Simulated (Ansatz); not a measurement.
**A workflow on InN2H5 (SMILES [NH2][InH][NH2])**

We compute a series of 10 runs (HF/STO-3G, UHF/STO-3G, HF/3-21G, UHF/3-21G, PBE/def2-SVP) of H5InN2. 

The results are computed with Ansatz 0.2.0.

## Step 1: Starting point

The species is InN2H5 (8 atoms), meant as a singlet with charge 0. SMILES: `[NH2][InH][NH2]`. Geometry: relaxed at PBE0-D4/def2-TZVP. The run starts from this shape.

Bond lengths: N1–In2 2.018 Å, In2–N3 2.018 Å, N1–H4 1.008 Å, N1–H5 1.008 Å, In2–H6 1.703 Å, N3–H7 1.008 Å, N3–H8 1.008 Å. Angles: N1–In2–N3 112.7°, N1–In2–H6 123.6°, N3–In2–H6 123.6°, In2–N1–H4 119.3°, In2–N1–H5 119.7°, In2–N3–H7 119.7°, In2–N3–H8 119.3°, H4–N1–H5 109.6°, H7–N3–H8 109.6°.

## Step 2: A structure relaxation at HF/STO-3G (start density atoms) (run 1)

molecule.yaml

```yaml
basis:
  gaussian:
    orbitals: STO-3G
crystal:
  periodic: [false, false, false]
  atoms:
    - {symbol: "N", position_ang: [-0.969700, 0.858000, -1.127000]}
    - {symbol: In, position_ang: [0.248000, 0.564800, 0.455500]}
    - {symbol: "N", position_ang: [0.742700, -1.375200, 0.709600]}
    - {symbol: H, position_ang: [-1.482100, 0.076800, -1.506600]}
    - {symbol: H, position_ang: [-1.538200, 1.689200, -1.171800]}
    - {symbol: H, position_ang: [0.799000, 1.819200, 1.467500]}
    - {symbol: H, position_ang: [1.570900, -1.614700, 1.231800]}
    - {symbol: H, position_ang: [0.629500, -2.018100, -0.059000]}
hamiltonian:
  xc: hf
relax:
  f_tol: 0.002
output:
  orbitals: {seedname: orbitals}
```

Run with:

```bash
$ ansatz run molecule.yaml --threads 1 --pin off --max-ram 3480MiB --events-out events.jsonl --progress --plain --runs-dir runs
```

Standard output:

```text
Warning: RAYON_NUM_THREADS=1 ignored (pool sized by the plan → 1); use --threads N
The last accepted step is kept in runs//last_step.txt (removed where the run ends without a failure and the disk answers)
[... 62 lines left out ...]
Total energy: -157643.72408092 eV, -5793.3000052199 hartree
[... 8 lines left out ...]
Dipole moment:    -0.009752    -0.022288    -0.018019 e Å
```

It took 9 s on 1 thread of Arm Neoverse V2, shared host; peak memory 0.1 GiB.

The path in brief:

```csv
step,energy from the first frame kept (eV),largest force (eV/Å)
1,0.0000,3.3712
2,-0.4029,0.8778
3,-0.4869,0.6920
4,-0.5059,0.4809
5,-0.5315,0.0951
6,-0.5319,0.0053
7,-0.5319,0.0040
8,-0.5319,0.0021
```

After the run. Bond lengths: N1–In2 1.886 Å, In2–N3 1.886 Å, N1–H4 1.018 Å, N1–H5 1.017 Å, In2–H6 1.580 Å, N3–H7 1.017 Å, N3–H8 1.018 Å. Angles: N1–In2–N3 113.1°, N1–In2–H6 123.5°, N3–In2–H6 123.5°, In2–N1–H4 126.3°, In2–N1–H5 127.3°, In2–N3–H7 127.3°, In2–N3–H8 126.3°, H4–N1–H5 106.4°, H7–N3–H8 106.4°.

## Step 3: The harmonic vibrations at HF/STO-3G (start density atoms) (run 2)

run.yaml

```yaml
crystal:
  periodic: [false, false, false]
  atoms:
    - {symbol: "N", position_ang: [-1.025215, 0.806418, -0.924992]}
    - {symbol: In, position_ang: [0.243500, 0.554550, 0.447329]}
    - {symbol: N, position_ang: [0.839414, -1.229428, 0.583886]}
    - {symbol: H, position_ang: [-1.383207, 0.089726, -1.552750]}
    - {symbol: H, position_ang: [-1.486094, 1.674815, -1.186639]}
    - {symbol: H, position_ang: [0.754573, 1.718275, 1.385906]}
    - {symbol: H, position_ang: [1.517334, -1.604132, 1.243436]}
    - {symbol: H, position_ang: [0.539795, -2.010224, 0.003824]}
basis:
  gaussian:
    orbitals: STO-3G
hamiltonian:
  xc: hf
phonons:
  temperatures:
    t_min: 298.15
    t_max: 298.15
    t_step: 1
```

Run with:

```bash
$ ansatz run run.yaml --threads 1 --pin off --max-ram 3480MiB --events-out events.jsonl --progress --plain --runs-dir runs
```

Standard output:

```text
Warning: RAYON_NUM_THREADS=1 ignored (pool sized by the plan → 1); use --threads N
[... 263 lines left out ...]
Total energy: -157643.72411952 eV, -5793.3000066383 hartree
[... 8 lines left out ...]
Dipole moment:    -0.009752    -0.022288    -0.018019 e Å
Vibrations: 169.68 374.02 416.04 476.03 498.81 553.02 607.20 679.03 689.15 820.97 848.83 1982.20 2000.57 2010.44 3986.26 3988.96 4160.19 4160.54 cm⁻¹, zero-point energy 1.761936 eV
```

It took 40 s on 1 thread of Arm Neoverse V2, shared host; peak memory 0.1 GiB.

Runs 3 to 9 aren't shown in full; the table further down has their settings and results.

## Step 4: The harmonic vibrations at PBE/def2-SVP (core potential, start density atoms) (run 10)

job.yaml

```yaml
basis:
  gaussian: {orbitals: def2-SVP}
crystal:
  periodic: [false, false, false]
  atoms:
    - symbol: "N"
      position_ang: [-0.952490, 0.876803, -1.186260]
    - symbol: In
      position_ang: [0.248429, 0.565694, 0.456250]
    - symbol: N
      position_ang: [0.715169, -1.417350, 0.750169]
    - symbol: H
      position_ang: [-1.513991, 0.077632, -1.500739]
    - symbol: H
      position_ang: [-1.558733, 1.703901, -1.163392]
    - symbol: H
      position_ang: [0.806899, 1.837394, 1.481989]
    - symbol: H
      position_ang: [1.597354, -1.616011, 1.234335]
    - symbol: H
      position_ang: [0.657463, -2.028064, -0.072352]
hamiltonian: {xc: pbe}
phonons: {temperatures: {t_min: 298.15, t_max: 298.15, t_step: 1}}
```

Run with:

```bash
$ ansatz run job.yaml --threads 1 --pin off --max-ram 3480MiB --events-out events.jsonl --progress --plain --runs-dir runs
```

Standard output, cut to the lines that bear on the results:

```text
Warning: RAYON_NUM_THREADS=1 ignored (pool sized by the plan → 1); use --threads N
[...]
950 factors; their error is unknown
[...]
950 factors; their error is unknown
[...]
950 factors; their error is unknown
[...]
950 factors; their error is unknown
[...]
950 factors; their error is unknown
[...]
950 factors; their error is unknown
[...]
950 factors; their error is unknown
[...]
950 factors; their error is unknown
[...]
950 factors; their error is unknown
[...]
950 factors; their error is unknown
[...]
950 factors; their error is unknown
[...]
950 factors; their error is unknown
[...]
950 factors; their error is unknown
[...]
950 factors; their error is unknown
[...]
950 factors; their error is unknown
[...]
950 factors; their error is unknown
[...]
950 factors; their error is unknown
[...]
Dipole moment:    -0.030592    -0.069632    -0.056066 e Å
Vibrations: 124.18 247.77 260.24 314.56 391.97 406.93 428.07 574.56 585.63 717.73 763.78 1472.50 1477.56 1762.05 3447.74 3449.37 3551.83 3552.49 cm⁻¹, zero-point energy 1.458611 eV
```

Run time: 58 s. Hardware: 1 thread of Arm Neoverse V2, shared host; peak memory 0.11 GiB.

## Step 5: The series

```csv
run,level,task,walk f tol,partner,energy (Eh),dipole moment (D),wall time
1,HF/STO-3G (start density atoms),optimise,0.002,base,-5793.300005,0.15,9 s
2,HF/STO-3G (start density atoms),frequencies,–,base,-5793.300007,0.15,40 s
3,UHF/STO-3G (start density atoms),energy,–,cation,-5793.123846,–,1.2 s
4,UHF/STO-3G (start density atoms),optimise,–,cation,-5793.154043,–,13 s
5,HF/3-21G (start density atoms),optimise,0.002,base,-5826.296421,0.85,10 s
6,HF/3-21G (start density atoms),frequencies,–,base,-5826.296421,0.85,51 s
7,UHF/3-21G (start density atoms),energy,–,cation,-5826.034364,–,4.5 s
8,UHF/3-21G (start density atoms),optimise,–,cation,-5826.058530,–,29 s
9,"PBE/def2-SVP (core potential, start density atoms)",optimise,0.002,base,-302.406699,0.45,20 s
10,"PBE/def2-SVP (core potential, start density atoms)",frequencies,–,base,-302.406699,0.45,58 s
```

## Step 6: Summary of results

```
                                                                          quantity          value
                                                run 10, PBE/def2-SVP: total energy  -302.40670 Eh
                                               run 10, PBE/def2-SVP: dipole moment         0.45 D
                                    run 10, PBE/def2-SVP: largest force on an atom     0.001 eV/Å
                                  run 10, PBE/def2-SVP: lowest harmonic wavenumber       124 cm⁻¹
                                 run 10, PBE/def2-SVP: highest harmonic wavenumber      3552 cm⁻¹
                                           run 10, PBE/def2-SVP: zero-point energy   140.7 kJ/mol
                     vertical ionisation energy (to the doublet cation), HF/STO-3G       4.794 eV
                      vertical ionisation energy (to the doublet cation), HF/3-21G       7.131 eV
adiabatic ionisation energy (to the doublet cation, no zero-point term), HF/STO-3G       3.972 eV
 adiabatic ionisation energy (to the doublet cation, no zero-point term), HF/3-21G       6.473 eV
```

In words: At HF/STO-3G: the vertical ionisation energy comes to 4.79 eV (463 kJ/mol). In a minimal basis such a difference can be off by several eV, whatever the method. At HF/3-21G: removing an electron at fixed nuclei costs 7.13 eV (164 kcal/mol). At HF/STO-3G: the adiabatic ionisation energy (to the doublet cation, no zero-point term) is 3.97 eV (383 kJ/mol). At HF/3-21G: the adiabatic ionisation energy (to the doublet cation, no zero-point term) is 6.47 eV (625 kJ/mol). Some runs of one species differ in core potentials or relativity; totals across that change don't compare. In runs 1, 2, 3, 4 the basis is minimal, so the values are rough. In runs 1, 2, 3, 4, 5, 6, 7, 8 relativity is left out where basis or elements ask for it. All runs together took 3.9 min, the longest 58 s.
